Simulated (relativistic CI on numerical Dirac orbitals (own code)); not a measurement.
# Co⁴⁺: 1s photoemission with charge transfer

Wanted: the shape of the 1s photoemission spectrum of Co⁴⁺ in a cubic metal-ligand cluster, for 3 values of Upd.

Method: charge-transfer multiplet model of a cubic metal-ligand cluster with up to 3 ligand holes, Slater and spin-orbit integrals from Dirac-Coulomb-Breit ions, Slater integrals scaled by 0.7. Code: relativistic CI on numerical Dirac orbitals (own code) version 3.

## Step 1: Starting point

| Item | Value |
| --- | --- |
| ion | Co⁴⁺ (Co V) |
| nuclear charge | 27 |
| electrons | 23 |
| d electrons | 5 |
| ligand holes at most | 3 |
| parameters | in eV; Veg, Vt2g hoppings, tenDq and tenDqL metal and ligand splittings (negative tenDq: tetrahedral), red the scaling of hopping with a core hole |
| temperature | 20 K |
| widths | Lorentz 1.1 eV, Gauss 0.6 eV |

## Step 2: Upd = 9.4 eV

Settings of the run:

```ini
cluster ion=Co4+ d5 ligand_holes=3 slater_scale=0.7
Delta=-0.1 Udd=7.6 Upd=9.4 tenDq=1.8 tenDqL=0.2 Veg=3.8 Vt2g=-1.93 red=0.9
spectrum xps 1s T=20 lorentz=1.1 gauss=0.6
```

Started as:

```bash
> python run_levels.py task.json out
```

One command runs all members of the session, one after another, from task.json.

Results of the run (chosen fields of its result record, rounded) (excerpt; [...] marks lines left out):

```text
{
  "status": "converged",
  "curve, one point in 4 above 2 % of the maximum [energy, intensity] [eV from the first main peak; 1/eV]": [
    [-3.3, 0.01201],
    [-2.9, 0.01549],
    [-2.5, 0.02075],
    [-2.1, 0.02921],
    [-1.7, 0.04403],
    [-1.3, 0.07291],
    [-0.9, 0.1349],
    [-0.5, 0.2534],
    [-0.1, 0.3566],
    [0.3, 0.2964],
    [0.7, 0.1666],
    [1.1, 0.08856],
    [1.5, 0.05283],
    [1.9, 0.03626],
    [2.3, 0.02921],
    [2.7, 0.02685],
    [3.1, 0.0233],
    [3.5, 0.0174],
    [3.9, 0.01252],
    [4.3, 0.009647],
    [4.7, 0.008087],
    [5.1, 0.00733],
    [9.4, 0.007587],
    [9.8, 0.008889],
    [10.2, 0.0113],
    [10.6, 0.01621],
    [11, 0.02452],
    [11.4, 0.03343],
    "... 13 more rows left out ..."
  ],
  "weights": [0.272202, 0.529779, 0.183055, 0.014963],
  "n_d": 5.94078,
  "n_eg": 0.893748,
  "ground_S": 0.512454,
  "ground_energy [eV]": -14.4793,
  "cluster_levels [E_eV, degeneracy, S, weight_dn]": [
    [3.553e-14, 2, 0.5125, 0.2722],
    [0.1269, 4, 0.5084, 0.2708],
    [1.26, 4, 1.559, 0.3106],
    [1.269, 2, 1.559, 0.3108],
    [1.305, 4, 1.499, 0.3046],
    [1.321, 2, 1.5, 0.3048],
    [1.661, 4, 2.454, 0.4074],
    [1.662, 2, 2.454, 0.4076],
    [1.776, 2, 1.499, 0.2794],
    [1.78, 4, 1.501, 0.2798],
    [1.801, 4, 1.499, 0.2804],
    [1.813, 2, 1.498, 0.2807],
    [2.563, 4, 0.5055, 0.2825],
    [2.622, 2, 0.5042, 0.2817],
    [2.694, 2, 0.5073, 0.2805],
    [2.877, 2, 0.5095, 0.2744],
    [2.901, 4, 0.5071, 0.274],
    [3.071, 4, 0.5058, 0.2639],
    [3.507, 3, 0.5117, 0.2466],
    [3.509, 2, 0.5124, 0.2455]
  ],
  "atomic [eV]": {"ground": {"F2dd": 9.50771, "F4dd": 5.9707, "zeta_d": 0.0797045}, "final": {"F2dd": 10.6176, "F4dd": 6.69191, "zeta_d": 0.110688, "zeta_core": 0.0, "G2cd": 0.0636613}}
}
```

It took 3.7 s on 1 thread of Intel Xeon 6975P-C, shared host; peak memory 0.22 GiB.

## Step 3: Upd = 8.2 eV

Settings of the run:

```ini
cluster ion=Co4+ d5 ligand_holes=3 slater_scale=0.7
Delta=-0.1 Udd=7.6 Upd=8.2 tenDq=1.8 tenDqL=0.2 Veg=3.8 Vt2g=-1.93 red=0.9
spectrum xps 1s T=20 lorentz=1.1 gauss=0.6
```

Main fields:

```text
{
  "status": "converged",
  "curve, one point in 6 above 2 % of the maximum [energy, intensity] [eV from the first main peak; 1/eV]": [
    [-3.3, 0.01269],
    [-2.7, 0.0188],
    [-2.1, 0.03065],
    [-1.5, 0.05814],
    [-0.9, 0.1388],
    [-0.3, 0.3352],
    [0.3, 0.3309],
    [0.9, 0.1363],
    [1.5, 0.0583],
    [2.1, 0.03294],
    [2.7, 0.02508],
    [3.3, 0.02048],
    [3.9, 0.01331],
    [4.5, 0.009085],
    [9.8, 0.008888],
    [10.4, 0.01301],
    [11, 0.02438],
    [11.6, 0.04255],
    [12.2, 0.05363],
    [12.8, 0.05588],
    [13.4, 0.03316],
    [14, 0.01607],
    [14.6, 0.009043]
  ],
  "weights": [0.272202, 0.529779, 0.183055, 0.014963],
  "n_d": 5.94078,
  "n_eg": 0.893748,
  "ground_S": 0.512454,
  "ground_energy [eV]": -14.4793,
  "cluster_levels [E_eV, degeneracy, S, weight_dn]": [
    [3.02e-14, 2, 0.5125, 0.2722],
    [0.1269, 4, 0.5084, 0.2708],
    [1.26, 4, 1.559, 0.3106],
    [1.269, 2, 1.559, 0.3108],
    [1.305, 4, 1.499, 0.3046],
    [1.321, 2, 1.5, 0.3048],
    [1.661, 4, 2.454, 0.4074],
    [1.662, 2, 2.454, 0.4076],
    [1.776, 2, 1.499, 0.2794],
    [1.78, 4, 1.501, 0.2798],
    [1.801, 4, 1.499, 0.2804],
    [1.813, 2, 1.498, 0.2807],
    [2.563, 4, 0.5055, 0.2825],
    [2.622, 2, 0.5042, 0.2817],
    [2.694, 2, 0.5073, 0.2805],
    [2.877, 2, 0.5095, 0.2744],
    [2.901, 4, 0.5071, 0.274],
    [3.071, 4, 0.5058, 0.2639],
    [3.507, 3, 0.5117, 0.2466],
    [3.509, 2, 0.5124, 0.2455]
  ],
  "atomic [eV]": {"ground": {"F2dd": 9.50771, "F4dd": 5.9707, "zeta_d": 0.0797045}, "final": {"F2dd": 10.6176, "F4dd": 6.69191, "zeta_d": 0.110688, "zeta_core": 0.0, "G2cd": 0.0636613}}
}
```

It took 3.7 s on 1 thread of Intel Xeon 6975P-C, shared host; peak memory 0.24 GiB.

## Step 4: Upd = 8.8 eV

Settings of the run:

```ini
cluster ion=Co4+ d5 ligand_holes=3 slater_scale=0.7
Delta=-0.1 Udd=7.6 Upd=8.8 tenDq=1.8 tenDqL=0.2 Veg=3.8 Vt2g=-1.93 red=0.9
spectrum xps 1s T=20 lorentz=1.1 gauss=0.6
```

Main fields:

```text
{
  "status": "converged",
  "curve, one point in 6 above 2 % of the maximum [energy, intensity] [eV from the first main peak; 1/eV]": [
    [-3.3, 0.01225],
    [-2.7, 0.01813],
    [-2.1, 0.02953],
    [-1.5, 0.05599],
    [-0.9, 0.1336],
    [-0.3, 0.3225],
    [0.3, 0.3186],
    [0.9, 0.1314],
    [1.5, 0.0565],
    [2.1, 0.03261],
    [2.7, 0.02602],
    [3.3, 0.02078],
    [3.9, 0.01308],
    [4.5, 0.008981],
    [9.4, 0.007484],
    [10, 0.009868],
    [10.6, 0.01572],
    [11.2, 0.03001],
    [11.8, 0.04487],
    [12.4, 0.06387],
    [13, 0.06214],
    [13.6, 0.03289],
    [14.2, 0.01599],
    [14.8, 0.009243],
    [23.4, 0.008125]
  ],
  "weights": [0.272202, 0.529779, 0.183055, 0.014963],
  "n_d": 5.94078,
  "n_eg": 0.893748,
  "ground_S": 0.512454,
  "ground_energy [eV]": -14.4793,
  "cluster_levels [E_eV, degeneracy, S, weight_dn]": [
    [5.329e-15, 2, 0.5125, 0.2722],
    [0.1269, 4, 0.5084, 0.2708],
    [1.26, 4, 1.559, 0.3106],
    [1.269, 2, 1.559, 0.3108],
    [1.305, 4, 1.499, 0.3046],
    [1.321, 2, 1.5, 0.3048],
    [1.661, 4, 2.454, 0.4074],
    [1.662, 2, 2.454, 0.4076],
    [1.776, 2, 1.499, 0.2794],
    [1.78, 4, 1.501, 0.2798],
    [1.801, 4, 1.499, 0.2804],
    [1.813, 2, 1.498, 0.2807],
    [2.563, 4, 0.5055, 0.2825],
    [2.622, 2, 0.5042, 0.2817],
    [2.694, 2, 0.5073, 0.2805],
    [2.877, 2, 0.5095, 0.2744],
    [2.901, 4, 0.5071, 0.274],
    [3.071, 4, 0.5058, 0.2639],
    [3.507, 3, 0.5117, 0.2466],
    [3.509, 2, 0.5124, 0.2455]
  ],
  "atomic [eV]": {"ground": {"F2dd": 9.50771, "F4dd": 5.9707, "zeta_d": 0.0797045}, "final": {"F2dd": 10.6176, "F4dd": 6.69191, "zeta_d": 0.110688, "zeta_core": 0.0, "G2cd": 0.0636613}}
}
```

It took 3.7 s on 1 thread of Intel Xeon 6975P-C, shared host; peak memory 0.24 GiB.

## Step 5: The spectra side by side

| run | d count | weight without ligand hole | ground S | up to four highest peaks (% of the highest), eV from the first main peak |
| --- | --- | --- | --- | --- |
| Upd = 9.4 eV | 5.94 | 0.27 | 0.51 | 0.0 (100), 12.8 (22) |
| Upd = 8.2 eV | 5.94 | 0.27 | 0.51 | 0.0 (100), 12.6 (15) |
| Upd = 8.8 eV | 5.94 | 0.27 | 0.51 | 0.0 (100), 12.7 (18) |

## Step 6: Outcome

```
                           quantity         value
                            d count  5.94 to 5.94
ground spin (effective S from ⟨S²⟩)          0.51
```

In words: From Upd = 8.2 eV to Upd = 9.4 eV the ground-state d count stays at 5.94, as the core hole does not act on the ground state. In the first run the ligand-hole configurations outweigh d5 itself: the bond is strongly covalent. The cluster parameters are drawn, not fitted to a compound.
